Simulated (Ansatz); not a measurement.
BClH₂O, SMILES OBCl, the interaction energy of a dimer with the counterpoise correction

With Ansatz's Python interface.

Run as a notebook:

**Cell 1**
```python
import ansatz

FIRST = [
    ("O", (-0.8413, -0.5949, -0.4833)),
    ("B", (0.3674, -0.0631, 0.0531)),
    ("Cl", (1.0158, 1.5644, -0.5113)),
    ("H", (-1.5084, -0.1896, 0.1168)),
    ("H", (0.9664, -0.717, 0.8248)),
]
SECOND = [
    ("O", (4.7055, 2.0771, 0.0782)),
    ("B", (3.8828, 0.9875, -0.3309)),
    ("Cl", (3.7537, -0.5357, 0.6943)),
    ("H", (4.0794, 2.5843, 0.644)),
    ("H", (3.3327, 1.0666, -1.3667)),
]

def energy(atoms, ghosts=()):
    molecule = ansatz.Crystal.molecule()
    for symbol, xyz in atoms:
        molecule = molecule.atom(symbol, xyz)
    calc = (
        molecule.calculation()
        .basis(gaussian="cc-pVDZ")
        .functional("r2scan")
    )
    deck = calc.input()
    if ghosts:
        deck = deck.set(ansatz.key.basis.gaussian.ghost_atoms, [{"symbol": s, "position_ang": list(xyz)} for s, xyz in ghosts])
    return ansatz.Session.from_dict(deck).plan().execute().report["free_energy_ev"]
```

**Cell 2**
```python
# monomers in their own basis and in the basis of the dimer
both = energy(FIRST + SECOND)
alone = energy(FIRST) + energy(SECOND)
ghosted = energy(FIRST, SECOND) + energy(SECOND, FIRST)
print(f"dimer {both:.6f} eV")
print(f"interaction, uncorrected   {(both - alone):8.3f} eV")
print(f"interaction, counterpoise  {(both - ghosted):8.3f} eV")
print(f"basis-set superposition    {(alone - ghosted):8.3f} eV")
```
Output:
```text
dimer -30556.215749 eV
interaction, uncorrected      0.064 eV
interaction, counterpoise     0.108 eV
basis-set superposition       0.044 eV
```

Uncorrected it is 0.064 eV, with the counterpoise correction 0.108 eV; the difference, 0.04 eV, is the superposition error. In this basis both values are repulsive.

Caveats:
- Total energies depend on the basis set; only differences at equal settings carry meaning.
- The dimer is a generated trial pose of unrelaxed monomers, not a minimum, so the figure is no binding energy, and the basis set is small.
- This level lacks the dispersion part of the attraction (electrostatics and induction are there), which can decide the sign where the interaction is weak.
- The whole script took 24 s on 1 thread of Arm Neoverse V2 (shared host), peak memory 0.23 GiB.

(Lines on the test bed's own set-up are left out of the output.)
